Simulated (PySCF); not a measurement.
# BI3: NMR shieldings, spin-spin couplings, relativistic core levels, part 1 of 2

Aim: compute the NMR shieldings, spin-spin couplings, relativistic core levels of BI3 (`IB(I)I`).

Programs: PySCF 2.14.0, with routines of our own; each step states its level. All values are computed. Atoms count from 0.

## Step 1: The starting structure

4 atoms, charge 0, multiplicity 1; geometry from: GFN2-xTB.

## Step 2: Optimising the geometry at PBE0-D3(BJ)/def2-SVP

What the job is given:

```
{"job": {"xc": "PBE0", "basis": "def2-SVP", "d3": "d3bj", "grid": 1, "maxiter": 30, "shake": 0.01, "kind": "geom"}, "charge": 0, "multiplicity": 1}
I     -1.776890    -1.017410     0.784740
B     -0.002660    -0.003080     0.313780
I      1.830880    -0.890780     0.793660
I     -0.013330     1.885890    -0.635640
```

Launch:

```sh
$ OMP_NUM_THREADS=1 python heavy_run.py task.json out
```

One launch serves the whole session: the jobs run in the order shown.

The program printed:

```text
step   0  E = -918.02035742  max force = 0.009174
step   1  E = -918.02092403  max force = 0.000684
step   2  E = -918.02091504  max force = 0.000827
step   3  E = -918.02092685  max force = 0.000296
optimisation converged
```

Run time: 25 s. Hardware: 1 thread of Arm Neoverse V1, shared host; peak memory 0.4 GiB.

Step by step:

```tsv
step	energy from step 0 (eV)	largest force component (eV/Å)
0	0.0000	0.4717
1	-0.0154	0.0352
2	-0.0152	0.0425
3	-0.0155	0.0152
```

Close pairs (by a distance rule), those that changed most:

```tsv
bond	before (Å)	after (Å)	change (Å)
B1–I2	2.093	2.119	+0.026
I0–B1	2.097	2.118	+0.021
B1–I3	2.114	2.118	+0.004
```

The final coordinates are the input of the step that follows.

```tsv
at the end point	value
point group (found at 0.08 Å tolerance)	D3h
rotational constants (GHz, main isotopes)	0.592, 0.591, 0.296
dipole moment (D)	0.00
```

## Step 3: NMR shieldings: PBE/pcJ-1 I:dyall-v2z, spin–orbit

What the job is given:

```
{"job": {"kind": "hnmr", "xc": "PBE", "basis": {"default": "pcJ-1", "I": "dyall-v2z"}, "rel": "so"}, "charge": 0, "multiplicity": 1}
I     -1.746805    -0.944668     0.865665
B      0.058692    -0.006212     0.276473
I      1.920478    -0.876685     0.791092
I      0.005277     1.807057    -0.816984
```

Method: PBE/pcJ-1 I:dyall-v2z GIAO NMR shielding, X2C with spin-orbit coupling, screened-nuclear two-electron part, Gaussian nuclei, gas phase.

The program printed:

```text
spin-free SCF
coarse grid: 29264 points
cycle   1  E = -21370.6591405813  dE = -4.890e-01  |g| = 4.339e-01  |ddm| = 2.586e+00
cycle   2  E = -21370.6250655878  dE =  3.407e-02  |g| = 4.184e-01  |ddm| = 6.936e-01
cycle   3  E = -21370.6309328177  dE = -5.867e-03  |g| = 3.435e-01  |ddm| = 7.721e-01
cycle   4  E = -21370.6664852172  dE = -3.555e-02  |g| = 9.741e-02  |ddm| = 4.637e-01
cycle   5  E = -21370.6687445719  dE = -2.259e-03  |g| = 7.356e-03  |ddm| = 1.013e-01
cycle   6  E = -21370.6687547619  dE = -1.019e-05  |g| = 2.984e-03  |ddm| = 1.307e-02
cycle   7  E = -21370.6687574198  dE = -2.658e-06  |g| = 2.820e-04  |ddm| = 3.041e-03
final grid: 53344 points
cycle   8  E = -21370.6715832784  dE = -2.027e-05  |g| = 1.061e-02  |ddm| = 1.392e-03
cycle   9  E = -21370.6715831183  dE =  1.601e-07  |g| = 9.544e-04  |ddm| = 1.854e-03
cycle  10  E = -21370.6715821748  dE =  9.435e-07  |g| = 2.038e-03  |ddm| = 3.741e-03
cycle  11  E = -21370.6715832857  dE = -1.111e-06  |g| = 3.653e-04  |ddm| = 2.665e-03
cycle  12  E = -21370.6715833258  dE = -4.012e-08  |g| = 5.504e-05  |ddm| = 4.653e-04
cycle  13  E = -21370.6715833264  dE = -5.275e-10  |g| = 1.764e-06  |ddm| = 7.577e-05
converged SCF energy = -21370.6715833264
two-component SCF
cycle   1  E = -21367.8704754387  dE = -2.137e+04  |FDS-SDF| = 2.112e+02
cycle   2  E = -21374.3837562528  dE = -6.513e+00  |FDS-SDF| = 1.417e-01
cycle   3  E = -21374.3836297459  dE =  1.265e-04  |FDS-SDF| = 3.720e-02
cycle   4  E = -21374.3829406378  dE =  6.891e-04  |FDS-SDF| = 5.234e-02
cycle   5  E = -21374.3837719652  dE = -8.313e-04  |FDS-SDF| = 1.464e-02
cycle   6  E = -21374.3838178218  dE = -4.586e-05  |FDS-SDF| = 1.146e-03
cycle   7  E = -21374.3838179195  dE = -9.776e-08  |FDS-SDF| = 8.993e-05
cycle   8  E = -21374.3838179211  dE = -1.583e-09  |FDS-SDF| = 1.632e-05
converged, E = -21374.3838179211

Field gradients (au) and densities at the nuclei (bohr^-3)
atom        Vxx        Vyy        Vzz        centre      nuclear mean
  0 I     -1.8215    -5.8206     7.6421     246307.511     238487.474
  1 B     -0.0941    -0.0943     0.1885         71.100         71.099
  2 I     -1.8197    -5.8218     7.6415     246307.512     238487.475
  3 I     -1.8191    -5.8201     7.6391     246307.510     238487.472
without picture change
  0 I                            8.2850                    538528.582
  2 I                            8.2843                    538528.585
  3 I                            8.2817                    538528.579

Core orbital energies (eV)
atom   shell        mean    spread
  0 I  1s       -32915.422   0.000
  0 I  2s        -5085.507   0.000
  0 I  3s        -1026.360   0.000
  0 I  4s         -179.968   0.000
  0 I  5s          -18.075   0.000
  0 I  2p1/2     -4770.506   0.000
  0 I  2p3/2     -4473.548   0.028
  0 I  3p1/2      -896.437   0.000
  0 I  3p3/2      -840.365   0.073
  0 I  4p1/2      -134.651   0.000
  0 I  4p3/2      -123.715   0.194
  0 I  3d3/2      -611.717   0.067
  0 I  3d5/2      -600.082   0.088
  0 I  4d3/2       -50.966   0.230
  0 I  4d5/2       -49.253   0.308
  2 I  1s       -32915.420   0.000
  2 I  2s        -5085.505   0.000
  2 I  3s        -1026.358   0.000
  2 I  4s         -179.965   0.000
  2 I  5s          -18.073   0.000
  2 I  2p1/2     -4770.503   0.000
  2 I  2p3/2     -4473.546   0.028
  2 I  3p1/2      -896.435   0.000
  2 I  3p3/2      -840.363   0.073
  2 I  4p1/2      -134.649   0.000
  2 I  4p3/2      -123.713   0.194
  2 I  3d3/2      -611.714   0.067
  2 I  3d5/2      -600.080   0.088
  2 I  4d3/2       -50.963   0.230
  2 I  4d5/2       -49.251   0.308
  3 I  1s       -32915.423   0.000
  3 I  2s        -5085.508   0.000
  3 I  3s        -1026.361   0.000
  3 I  4s         -179.968   0.000
  3 I  5s          -18.077   0.000
  3 I  2p1/2     -4770.506   0.000
  3 I  2p3/2     -4473.549   0.028
  3 I  3p1/2      -896.438   0.000
  3 I  3p3/2      -840.366   0.073
  3 I  4p1/2      -134.652   0.000
  3 I  4p3/2      -123.716   0.194
  3 I  3d3/2      -611.717   0.067
  3 I  3d5/2      -600.083   0.088
  3 I  4d3/2       -50.966   0.230
  3 I  4d5/2       -49.254   0.308

vertical triplet (scalar unrestricted SCF): 3.102 eV

Shielding tensors (ppm)
atom      isotropic    diamagn.    paramagn.     s11        s22        s33       span
  0 I      4118.56     5086.62     -968.06    3224.67    4351.09    4779.90    1555.23
  1 B       132.48      190.55      -58.07      42.03      42.12     313.28     271.25
  2 I      4115.60     5086.57     -970.96    3222.29    4345.86    4778.66    1556.37
  3 I      4118.31     5086.72     -968.41    3225.08    4350.77    4779.07    1554.00
```

Wall time 2.3 min (1 thread of Arm Neoverse V1, shared host); peak memory 1.5 GiB.

In short:

```tsv
quantity	value
energy from spin-orbit coupling	-3.7122 Eh
```

## Step 4: Spin-spin couplings: PBE/pcJ-1 I:dyall-v2z, spin–orbit

What the job is given:

```
{"job": {"kind": "hj", "xc": "PBE", "basis": {"default": "pcJ-1", "I": "dyall-v2z"}, "rel": "so", "atoms": [0]}, "charge": 0, "multiplicity": 1}
I     -1.746805    -0.944668     0.865665
B      0.058692    -0.006212     0.276473
I      1.920478    -0.876685     0.791092
I      0.005277     1.807057    -0.816984
```

With the program's defaults for keys left out, this is: PBE/pcJ-1 I:dyall-v2z indirect spin-spin coupling, X2C with spin-orbit coupling, screened-nuclear two-electron part, Gaussian nuclei, gas phase.

The program printed:

```text
spin-free SCF
coarse grid: 29264 points
cycle   1  E = -21370.6591405813  dE = -4.890e-01  |g| = 4.339e-01  |ddm| = 2.586e+00
cycle   2  E = -21370.6250655878  dE =  3.407e-02  |g| = 4.184e-01  |ddm| = 6.936e-01
cycle   3  E = -21370.6309328177  dE = -5.867e-03  |g| = 3.435e-01  |ddm| = 7.721e-01
cycle   4  E = -21370.6664852172  dE = -3.555e-02  |g| = 9.741e-02  |ddm| = 4.637e-01
cycle   5  E = -21370.6687445719  dE = -2.259e-03  |g| = 7.356e-03  |ddm| = 1.013e-01
cycle   6  E = -21370.6687547619  dE = -1.019e-05  |g| = 2.984e-03  |ddm| = 1.307e-02
cycle   7  E = -21370.6687574198  dE = -2.658e-06  |g| = 2.820e-04  |ddm| = 3.041e-03
final grid: 53344 points
cycle   8  E = -21370.6715832784  dE = -2.027e-05  |g| = 1.061e-02  |ddm| = 1.392e-03
cycle   9  E = -21370.6715831183  dE =  1.601e-07  |g| = 9.544e-04  |ddm| = 1.854e-03
cycle  10  E = -21370.6715821748  dE =  9.435e-07  |g| = 2.038e-03  |ddm| = 3.741e-03
cycle  11  E = -21370.6715832857  dE = -1.111e-06  |g| = 3.653e-04  |ddm| = 2.665e-03
cycle  12  E = -21370.6715833258  dE = -4.012e-08  |g| = 5.504e-05  |ddm| = 4.653e-04
cycle  13  E = -21370.6715833264  dE = -5.275e-10  |g| = 1.764e-06  |ddm| = 7.577e-05
converged SCF energy = -21370.6715833264
two-component SCF
cycle   1  E = -21367.8704754387  dE = -2.137e+04  |FDS-SDF| = 2.112e+02
cycle   2  E = -21374.3837562528  dE = -6.513e+00  |FDS-SDF| = 1.417e-01
cycle   3  E = -21374.3836297459  dE =  1.265e-04  |FDS-SDF| = 3.720e-02
cycle   4  E = -21374.3829406378  dE =  6.891e-04  |FDS-SDF| = 5.234e-02
cycle   5  E = -21374.3837719652  dE = -8.313e-04  |FDS-SDF| = 1.464e-02
cycle   6  E = -21374.3838178218  dE = -4.586e-05  |FDS-SDF| = 1.146e-03
cycle   7  E = -21374.3838179195  dE = -9.776e-08  |FDS-SDF| = 8.993e-05
cycle   8  E = -21374.3838179211  dE = -1.583e-09  |FDS-SDF| = 1.632e-05
converged, E = -21374.3838179211

Indirect spin-spin couplings
  i        j     bonds      J/Hz   K/1e19 T2/J   anisotropy/Hz
  0 127I    1  11B    1     -268.17     -345.33       224.4
  0 127I    2 127I    2     -278.47     -571.17      -713.9
  0 127I    3 127I    2     -278.18     -570.58      -712.1
```

Wall time 98 s (1 thread of Arm Neoverse V1, shared host); peak memory 1.3 GiB.

In short:

```tsv
quantity	value
energy from spin-orbit coupling	-3.7122 Eh
```

## Step 5: Relativistic core levels: PBE/pcJ-1 I:dyall-v2z, spin–orbit

What the job is given:

```
{"job": {"kind": "hxps", "xc": "PBE", "basis": {"default": "pcJ-1", "I": "dyall-v2z"}, "rel": "so", "holes": [[0, "3d"], [0, "4d"]]}, "charge": 0, "multiplicity": 1}
I     -1.746805    -0.944668     0.865665
B      0.058692    -0.006212     0.276473
I      1.920478    -0.876685     0.791092
I      0.005277     1.807057    -0.816984
```

Level: PBE/pcJ-1 I:dyall-v2z core ionisation, delta-SCF with one localised hole, X2C with spin-orbit coupling, screened-nuclear two-electron part, Gaussian nuclei, gas phase.

The program printed:

```text
spin-free SCF
coarse grid: 29264 points
cycle   1  E = -21370.6591405813  dE = -4.890e-01  |g| = 4.339e-01  |ddm| = 2.586e+00
cycle   2  E = -21370.6250655878  dE =  3.407e-02  |g| = 4.184e-01  |ddm| = 6.936e-01
cycle   3  E = -21370.6309328177  dE = -5.867e-03  |g| = 3.435e-01  |ddm| = 7.721e-01
cycle   4  E = -21370.6664852172  dE = -3.555e-02  |g| = 9.741e-02  |ddm| = 4.637e-01
cycle   5  E = -21370.6687445719  dE = -2.259e-03  |g| = 7.356e-03  |ddm| = 1.013e-01
cycle   6  E = -21370.6687547619  dE = -1.019e-05  |g| = 2.984e-03  |ddm| = 1.307e-02
cycle   7  E = -21370.6687574198  dE = -2.658e-06  |g| = 2.820e-04  |ddm| = 3.041e-03
final grid: 53344 points
cycle   8  E = -21370.6715832784  dE = -2.027e-05  |g| = 1.061e-02  |ddm| = 1.392e-03
cycle   9  E = -21370.6715831183  dE =  1.601e-07  |g| = 9.544e-04  |ddm| = 1.854e-03
cycle  10  E = -21370.6715821748  dE =  9.435e-07  |g| = 2.038e-03  |ddm| = 3.741e-03
cycle  11  E = -21370.6715832857  dE = -1.111e-06  |g| = 3.653e-04  |ddm| = 2.665e-03
cycle  12  E = -21370.6715833258  dE = -4.012e-08  |g| = 5.504e-05  |ddm| = 4.653e-04
cycle  13  E = -21370.6715833264  dE = -5.275e-10  |g| = 1.764e-06  |ddm| = 7.577e-05
converged SCF energy = -21370.6715833264
two-component SCF
cycle   1  E = -21367.8704754387  dE = -2.137e+04  |FDS-SDF| = 2.112e+02
cycle   2  E = -21374.3837562528  dE = -6.513e+00  |FDS-SDF| = 1.417e-01
cycle   3  E = -21374.3836297459  dE =  1.265e-04  |FDS-SDF| = 3.720e-02
cycle   4  E = -21374.3829406378  dE =  6.891e-04  |FDS-SDF| = 5.234e-02
cycle   5  E = -21374.3837719652  dE = -8.313e-04  |FDS-SDF| = 1.464e-02
cycle   6  E = -21374.3838178218  dE = -4.586e-05  |FDS-SDF| = 1.146e-03
cycle   7  E = -21374.3838179195  dE = -9.776e-08  |FDS-SDF| = 8.993e-05
cycle   8  E = -21374.3838179211  dE = -1.583e-09  |FDS-SDF| = 1.632e-05
converged, E = -21374.3838179211

Field gradients (au) and densities at the nuclei (bohr^-3)
atom        Vxx        Vyy        Vzz        centre      nuclear mean
  0 I     -1.8215    -5.8206     7.6421     246307.511     238487.474
  1 B     -0.0941    -0.0943     0.1885         71.100         71.099
  2 I     -1.8197    -5.8218     7.6415     246307.512     238487.475
  3 I     -1.8191    -5.8201     7.6391     246307.510     238487.472
without picture change
  0 I                            8.2850                    538528.582
  2 I                            8.2843                    538528.585
  3 I                            8.2817                    538528.579

Core orbital energies (eV)
atom   shell        mean    spread
  0 I  1s       -32915.422   0.000
  0 I  2s        -5085.507   0.000
  0 I  3s        -1026.360   0.000
  0 I  4s         -179.968   0.000
  0 I  5s          -18.075   0.000
  0 I  2p1/2     -4770.506   0.000
  0 I  2p3/2     -4473.548   0.028
  0 I  3p1/2      -896.437   0.000
  0 I  3p3/2      -840.365   0.073
  0 I  4p1/2      -134.651   0.000
  0 I  4p3/2      -123.715   0.194
  0 I  3d3/2      -611.717   0.067
  0 I  3d5/2      -600.082   0.088
  0 I  4d3/2       -50.966   0.230
  0 I  4d5/2       -49.253   0.308
  2 I  1s       -32915.420   0.000
  2 I  2s        -5085.505   0.000
  2 I  3s        -1026.358   0.000
  2 I  4s         -179.965   0.000
  2 I  5s          -18.073   0.000
  2 I  2p1/2     -4770.503   0.000
  2 I  2p3/2     -4473.546   0.028
  2 I  3p1/2      -896.435   0.000
  2 I  3p3/2      -840.363   0.073
  2 I  4p1/2      -134.649   0.000
  2 I  4p3/2      -123.713   0.194
  2 I  3d3/2      -611.714   0.067
  2 I  3d5/2      -600.080   0.088
  2 I  4d3/2       -50.963   0.230
  2 I  4d5/2       -49.251   0.308
  3 I  1s       -32915.423   0.000
  3 I  2s        -5085.508   0.000
  3 I  3s        -1026.361   0.000
  3 I  4s         -179.968   0.000
  3 I  5s          -18.077   0.000
  3 I  2p1/2     -4770.506   0.000
  3 I  2p3/2     -4473.549   0.028
  3 I  3p1/2      -896.438   0.000
  3 I  3p3/2      -840.366   0.073
  3 I  4p1/2      -134.652   0.000
  3 I  4p3/2      -123.716   0.194
  3 I  3d3/2      -611.717   0.067
  3 I  3d5/2      -600.083   0.088
  3 I  4d3/2       -50.966   0.230
  3 I  4d5/2       -49.254   0.308

hole in 3d5/2 of atom 0
cycle   1  E = -21350.7909620469  dE = -2.135e+04  |FDS-SDF| = 4.829e+00
cycle   2  E = -21349.8678278849  dE =  9.231e-01  |FDS-SDF| = 4.510e+00
cycle   3  E = -21350.9482170794  dE = -1.080e+00  |FDS-SDF| = 1.246e+00
cycle   4  E = -21351.3886243342  dE = -4.404e-01  |FDS-SDF| = 6.591e-01
cycle   5  E = -21351.4924474567  dE = -1.038e-01  |FDS-SDF| = 2.380e-01
cycle   6  E = -21351.5053045899  dE = -1.286e-02  |FDS-SDF| = 9.690e-02
cycle   7  E = -21351.5079196964  dE = -2.615e-03  |FDS-SDF| = 1.361e-02
cycle   8  E = -21351.5079626047  dE = -4.291e-05  |FDS-SDF| = 2.633e-03
cycle   9  E = -21351.5079640392  dE = -1.435e-06  |FDS-SDF| = 1.648e-03
cycle  10  E = -21351.5079648951  dE = -8.559e-07  |FDS-SDF| = 4.560e-04
cycle  11  E = -21351.5079649623  dE = -6.722e-08  |FDS-SDF| = 5.108e-05
converged, E = -21351.5079649623
hole in 4d5/2 of atom 0
cycle   1  E = -21372.0935376674  dE = -2.137e+04  |FDS-SDF| = 1.280e+00
cycle   2  E = -21371.5308324407  dE =  5.627e-01  |FDS-SDF| = 2.030e+00
cycle   3  E = -21372.1378356905  dE = -6.070e-01  |FDS-SDF| = 7.440e-01
cycle   4  E = -21372.3008031728  dE = -1.630e-01  |FDS-SDF| = 2.413e-01
cycle   5  E = -21372.3152851440  dE = -1.448e-02  |FDS-SDF| = 9.075e-02
cycle   6  E = -21372.3174763824  dE = -2.191e-03  |FDS-SDF| = 2.832e-02
cycle   7  E = -21372.3177128664  dE = -2.365e-04  |FDS-SDF| = 3.764e-03
cycle   8  E = -21372.3177148705  dE = -2.004e-06  |FDS-SDF| = 1.961e-03
cycle   9  E = -21372.3177157260  dE = -8.555e-07  |FDS-SDF| = 1.137e-03
cycle  10  E = -21372.3177161552  dE = -4.292e-07  |FDS-SDF| = 1.116e-04
cycle  11  E = -21372.3177161576  dE = -2.437e-09  |FDS-SDF| = 2.820e-05
converged, E = -21372.3177161576

Core binding energies (eV)
atom   line    delta-SCF   -orbital   splitting
  0 I  3d5/2     622.473     600.08    11.635
  0 I  4d5/2       56.19      49.25     1.713
```

Wall time 1.8 min (1 thread of Arm Neoverse V1, shared host); peak memory 1.5 GiB.

From this job:

```tsv
quantity	value
energy from spin-orbit coupling	-3.7122 Eh
```

## Step 6: NMR shieldings: PBE/pcJ-1 I:dyall-v2z, non-relativistic

What the job is given:

```
{"job": {"kind": "hnmr", "xc": "PBE", "basis": {"default": "pcJ-1", "I": "dyall-v2z"}, "rel": "nr"}, "charge": 0, "multiplicity": 1}
I     -1.746805    -0.944668     0.865665
B      0.058692    -0.006212     0.276473
I      1.920478    -0.876685     0.791092
I      0.005277     1.807057    -0.816984
```

With the program's defaults for keys left out, this is: PBE/pcJ-1 I:dyall-v2z GIAO NMR shielding, non-relativistic, Gaussian nuclei, gas phase.

The program printed:

```text
non-relativistic SCF
coarse grid: 29264 points
cycle   1  E = -20783.9773725956  dE = -7.344e+02  |g| = 1.685e+01  |ddm| = 4.879e+00
cycle   2  E = -20784.3023289159  dE = -3.250e-01  |g| = 4.783e+00  |ddm| = 2.254e+00
cycle   3  E = -20784.4197310089  dE = -1.174e-01  |g| = 2.290e+00  |ddm| = 2.568e+00
cycle   4  E = -20784.5121495077  dE = -9.242e-02  |g| = 8.789e-01  |ddm| = 2.185e+00
cycle   5  E = -20784.7398564997  dE = -2.277e-01  |g| = 3.048e-01  |ddm| = 1.344e+00
cycle   6  E = -20784.7675355373  dE = -2.768e-02  |g| = 3.120e-02  |ddm| = 3.473e-01
cycle   7  E = -20784.7677007268  dE = -1.652e-04  |g| = 4.885e-03  |ddm| = 4.027e-02
cycle   8  E = -20784.7677079474  dE = -7.221e-06  |g| = 6.369e-04  |ddm| = 8.352e-03
final grid: 53344 points
cycle   9  E = -20784.7683450433  dE =  7.969e-08  |g| = 1.567e-03  |ddm| = 2.759e-03
cycle  10  E = -20784.7683438392  dE =  1.204e-06  |g| = 2.376e-03  |ddm| = 4.655e-03
cycle  11  E = -20784.7683451232  dE = -1.284e-06  |g| = 8.095e-04  |ddm| = 3.845e-03
cycle  12  E = -20784.7683452769  dE = -1.537e-07  |g| = 4.608e-04  |ddm| = 1.370e-03
cycle  13  E = -20784.7683453397  dE = -6.276e-08  |g| = 9.212e-05  |ddm| = 7.080e-04
cycle  14  E = -20784.7683453410  dE = -1.382e-09  |g| = 4.559e-06  |ddm| = 1.213e-04
converged SCF energy = -20784.7683453410
check of the scalar solution
cycle   1  E = -20784.7683453411  dE = -2.078e+04  |FDS-SDF| = 4.559e-06
cycle   2  E = -20784.7683453409  dE =  1.673e-10  |FDS-SDF| = 5.495e-06
converged, E = -20784.7683453409

Field gradients (au) and densities at the nuclei (bohr^-3)
atom        Vxx        Vyy        Vzz        centre      nuclear mean
  0 I     -1.4304    -5.0592     6.4896     104154.313     103777.953
  1 B     -0.0983    -0.0985     0.1967         70.858         70.857
  2 I     -1.4289    -5.0604     6.4893     104154.314     103777.953
  3 I     -1.4282    -5.0588     6.4870     104154.313     103777.952

Core orbital energies (eV)
atom   shell        mean    spread
  0 I  1s       -31645.887   0.000
  0 I  2s        -4767.492   0.000
  0 I  3s         -959.828   0.000
  0 I  4s         -166.644   0.000
  0 I  5s          -17.014   0.000
  0 I  2p        -4480.198   0.046
  0 I  3p         -839.017   0.119
  0 I  4p         -124.396   0.315
  0 I  3d         -614.482   0.092
  0 I  4d          -52.437   0.327
  2 I  1s       -31645.884   0.000
  2 I  2s        -4767.490   0.000
  2 I  3s         -959.826   0.000
  2 I  4s         -166.642   0.000
  2 I  5s          -17.011   0.000
  2 I  2p        -4480.195   0.046
  2 I  3p         -839.014   0.119
  2 I  4p         -124.394   0.315
  2 I  3d         -614.479   0.092
  2 I  4d          -52.435   0.327
  3 I  1s       -31645.887   0.000
  3 I  2s        -4767.493   0.000
  3 I  3s         -959.829   0.000
  3 I  4s         -166.645   0.000
  3 I  5s          -17.015   0.000
  3 I  2p        -4480.198   0.046
  3 I  3p         -839.017   0.119
  3 I  4p         -124.397   0.315
  3 I  3d         -614.482   0.092
  3 I  4d          -52.438   0.327

Shielding tensors (ppm)
atom      isotropic    diamagn.    paramagn.     s11        s22        s33       span
  0 I      2908.32     5503.66    -2595.34    1878.52    3170.37    3676.06    1797.54
  1 B         3.00      189.94     -186.94     -30.06     -29.97      69.03      99.09
  2 I      2905.29     5503.60    -2598.31    1875.90    3165.28    3674.69    1798.78
  3 I      2908.42     5503.77    -2595.35    1879.15    3170.87    3675.23    1796.07
```

Wall time 20 s (1 thread of Arm Neoverse V1, shared host); peak memory 1.2 GiB.

(Continued in part 2 of 2.)
